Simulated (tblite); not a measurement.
# C6H9BrSi: the cost of one run

Computed with tblite 0.8.0 and PySCF 2.14.0, with density-fitted response routines of our own, on a single molecule in the gas phase. Atoms count from 0, in the outputs and in this text.

### 1 The starting structure

17 atoms, charge 0, multiplicity 1; geometry from: force field or distance geometry start.

Bonds of the start (Å): C0–C1 1.20, C1–C2 1.45, C2–C3 1.47, C3–C4 1.46, C4–C5 1.48, C5–Si6 1.88, Si6–Br7 2.23, Si6–C2 1.90, C0–H8 1.07, C2–H9 1.11, C3–H10 1.14, C3–H11 1.11, C4–H12 1.12, C4–H13 1.11, C5–H14 1.12, C5–H15 1.09, Si6–H16 1.46.

### 2 Relaxing the molecule with GFN2-xTB

The job: settings as JSON, then the geometry in Å.

```
{"job": {"kind": "relax", "xc": "GFN2-xTB", "basis": "xTB"}, "charge": 0, "multiplicity": 1}
C      2.809700    -1.441000    -0.981300
C      1.920300    -0.878500    -0.398200
C      0.875600    -0.187800     0.335500
C     -0.341500    -0.979300     0.584500
C     -1.601100    -0.269500     0.389300
C     -1.468600     1.188200     0.201000
Si     0.188800     1.255300    -0.688800
Br     1.309800     3.152200    -0.323000
H      3.595900    -1.945800    -1.502600
H      1.223000     0.248800     1.293700
H     -0.352400    -1.400700     1.642500
H     -0.321600    -1.888200    -0.060900
H     -2.105400    -0.677800    -0.523500
H     -2.253500    -0.430700     1.268800
H     -1.276600     1.664600     1.196500
H     -2.264200     1.699300    -0.346800
H      0.054700     0.902900    -2.096500
```

Started as:

```console
$ OMP_NUM_THREADS=1 python probes_run.py task.json out
```

The driver reads the jobs from task.json and runs them one after another.

**Question.** How long does this first job take on 1 thread of Intel Xeon at 2.70GHz, shared host?

About 1.8 s.
